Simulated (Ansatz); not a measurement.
# TiCd: stress in a strained cell

Aim: deform TiCd (zz strain of -2 %) and compute stress, forces and field gradients with LAPW, PAW and all-electron datasets made for the crystal.

Computed with Ansatz 0.2.0 (DFT PBEsol, scalar-relativistic, unless a step's input says otherwise).

## (1) The structure to begin with

The structure is tetragonal, space group P4/nmm (No. 129). The conventional cell has a = 2.904 Å, b = 2.904 Å, c = 8.954 Å, α = 90.00°, β = 90.00°, γ = 90.00°. Ti (site symmetry 4mm) is surrounded by 8 Ti at 2.82 to 2.90 Å and 4 Cd at 3.12 Å. Cd (site symmetry 4mm) has 8 Cd at 2.90 to 3.10 Å and 4 Ti at 3.12 Å in its first shell of neighbours.

Structure file:

```xyz
4
Lattice="2.9040 0.0000 0.0000 0.0000 2.9040 0.0000 0.0000 0.0000 8.9540" Properties=species:S:1:pos:R:3 pbc="T T T"
Ti    0.0000    1.4520    5.4440
Ti    1.4520    0.0000    3.5100
Cd    0.0000    1.4520    1.1640
Cd    1.4520    0.0000    7.7900
```

Atoms are numbered in the order of the input: Ti1, Ti2, Cd3, Cd4.

## (2) After the deformation

Space group P4/nmm before, P4/nmm after.

## (3) LAPW, all electrons

Contents of input.yaml:

```yaml
crystal:
  lattice:
    - [2.904, 0.0, 0.0]
    - [0.0, 2.904, 0.0]
    - [0.0, 0.0, 8.77492]
  atoms:
    - { symbol: Ti, position: [0.0, 0.5, 0.608] }
    - { symbol: Ti, position: [0.5, 0.0, 0.392] }
    - { symbol: Cd, position: [0.0, 0.5, 0.13] }
    - { symbol: Cd, position: [0.5, 0.0, 0.87] }
kpoints:
  mp_grid: { grid: [11, 11, 4] }
  band_path:
    path:
      - [0.0, 0.0, 0.0]
      - [0.0, 0.5, 0.0]
      - [0.5, 0.5, 0.0]
      - [0.0, 0.0, 0.0]
      - [0.0, 0.0, 0.5]
      - [0.0, 0.5, 0.5]
      - [0.5, 0.5, 0.5]
      - [0.0, 0.0, 0.5]
      - [0.0, 0.5, 0.0]
    npoints: 5
scf:
  occupations: { method: fermi_dirac, width: 0.08 }
hamiltonian:
  xc: pbesol
  pseudopotentials: { kind: all_electron, lapw: { basis_error: 0.001 } }
output:
  forces: true
  stress: true
  eigenvalues: true
```

Started as:

```sh
> ansatz run input.yaml --threads 1 --pin off --max-ram 4096MiB --backend cpu --events-out ev --progress --plain --runs-dir out
```

## (4) Frozen-core PAW

Contents of input.yaml:

```yaml
crystal:
  lattice:
    - [2.904, 0.0, 0.0]
    - [0.0, 2.904, 0.0]
    - [0.0, 0.0, 8.77492]
  atoms:
    - { symbol: Ti, position: [0.0, 0.5, 0.608] }
    - { symbol: Ti, position: [0.5, 0.0, 0.392] }
    - { symbol: Cd, position: [0.0, 0.5, 0.13] }
    - { symbol: Cd, position: [0.5, 0.0, 0.87] }
kpoints:
  mp_grid: { grid: [11, 11, 4] }
scf:
  occupations: { method: fermi_dirac, width: 0.08 }
hamiltonian:
  xc: pbesol
  pseudopotentials: { kind: paw }
output:
  forces: true
  stress: true
  eigenvalues: true
  efg: { contact_densities: true }
  write_density: true
  write_potential: true
  elf: true
  volumetric_format: npy
```

## (5) Datasets made for this crystal

Edit input.yaml of step 4 so:

```diff
@@ -16,3 +16,3 @@
   xc: pbesol
-  pseudopotentials: { kind: paw }
+  pseudopotentials: { kind: all_electron, datasets: crystal }
 output:
@@ -22,5 +22 @@
   efg: { contact_densities: true }
-  write_density: true
-  write_potential: true
-  elf: true
-  volumetric_format: npy
```

(Steps that only read results are left out.)

Q: Predict the outcome of this session. Wanted: pressure; largest shear or deviatoric stress.

**Answer**, as computed:

| quantity | value |
| --- | --- |
| pressure | LAPW -1.42, PAW -1.41, crystal datasets -1.42 GPa |
| largest shear or deviatoric stress (LAPW) | 1.16 GPa |

In words: The largest part of the stress beyond the pressure is 1.16 GPa in size, in the zz component; the atoms are carried along and not relaxed. No run of the undeformed cell stands beside it, so pressure and stress hold what the given cell had before the change, as far as its symmetry allows. PAW: stress within 0.02 GPa of LAPW, forces within 2 meV/Å. Crystal datasets: stress within 0.01 GPa of LAPW, forces within 1 meV/Å.
